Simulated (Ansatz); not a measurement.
# CH6FNOSn: how energies converge with the basis set

How large a basis does CH6FNOSn need? Two functionals are run in growing sets.

Computed with Ansatz 0.2.0, Gaussian basis. Level: one geometry, several basis sets.

Plan: PBE0-D4/def2-SVP; ωB97M-V/def2-SVP; PBE0-D4/def2-QZVPP; ωB97M-V/def2-QZVPP; the functionals' def2-TZVPP values are taken from earlier runs.

### Step 1. The geometry

All runs share one geometry, relaxed beforehand with PBE0-D4 in a triple-zeta def2 set. Sn takes the def2 core potential; no spin-orbit term is included.

SMILES `C[O][SnH]([NH2])[F]`, 11 atoms, charge 0, spin multiplicity 1.

Atoms are counted from 1 here; the program's logs count them from 0.

Bond lengths: C1–O2 1.409 Å, C1–H6 1.096 Å, C1–H7 1.093 Å, C1–H8 1.098 Å, O2–Sn3 1.951 Å, Sn3–N4 2.005 Å, Sn3–F5 1.921 Å, Sn3–H9 1.689 Å, N4–H10 1.012 Å, N4–H11 1.013 Å. Angles: O2–C1–H6 111.8°, O2–C1–H7 108.1°, O2–C1–H8 112.7°, H6–C1–H7 108.2°, H6–C1–H8 108.1°, H7–C1–H8 107.8°, C1–O2–Sn3 121.0°, O2–Sn3–N4 113.2°, O2–Sn3–F5 106.9°, O2–Sn3–H9 107.0°, N4–Sn3–F5 101.8°, N4–Sn3–H9 117.8°, F5–Sn3–H9 109.6°, Sn3–N4–H10 114.4°, Sn3–N4–H11 111.9°, H10–N4–H11 108.5°.

### Step 2. PBE0-D4 in def2-SVP

in.yaml

```yaml
crystal:
  periodic: [false, false, false]
  atoms:
    - {symbol: C, position_ang: [-1.083937, -0.668735, -1.272317]}
    - {symbol: O, position_ang: [-0.874122, -1.051141, 0.067397]}
    - {symbol: Sn, position_ang: [0.112888, 0.097237, 1.297405]}
    - {symbol: N, position_ang: [1.909667, 0.644898, 0.595708]}
    - {symbol: F, position_ang: [-0.815337, 1.778433, 1.357845]}
    - {symbol: H, position_ang: [-1.814692, 0.143843, -1.354519]}
    - {symbol: H, position_ang: [-1.472444, -1.534325, -1.815428]}
    - {symbol: H, position_ang: [-0.159285, -0.347544, -1.770665]}
    - {symbol: H, position_ang: [0.051850, -0.638438, 2.816000]}
    - {symbol: H, position_ang: [2.335771, -0.025042, -0.031465]}
    - {symbol: H, position_ang: [1.875042, 1.543614, 0.130639]}
basis:
  gaussian: {orbitals: def2-SVP}
hamiltonian: {xc: pbe0, dispersion: d4}
output: {orbitals: {seedname: orbitals}}
```

Run with:

```sh
$ ansatz run in.yaml --threads 4 --pin off --events-out ev --progress --plain --max-ram 10444MiB
```

The runs that follow: ωB97M-V in def2-SVP; PBE0-D4 in def2-QZVPP; ωB97M-V in def2-QZVPP.

**Question.** What will the summary of the whole plan be? Wanted: PBE0-D4: double and triple zeta above quadruple; ωB97M-V: double and triple zeta above quadruple.

**Answer**, as computed:

| quantity | value |
| --- | --- |
| PBE0-D4: double and triple zeta above quadruple | 10.16, 0.52 eV |
| ωB97M-V: double and triple zeta above quadruple | 10.43, 0.50 eV |

For PBE0-D4 the step from double to triple zeta gains 9.63 eV and the next only 0.52 eV. Total energies overstate the basis error of differences, where much of it tends to cancel. The LUMO of ωB97M-V is positive and keeps falling with the basis (1.56 to 0.82 eV): an unbound level that the basis holds in place.
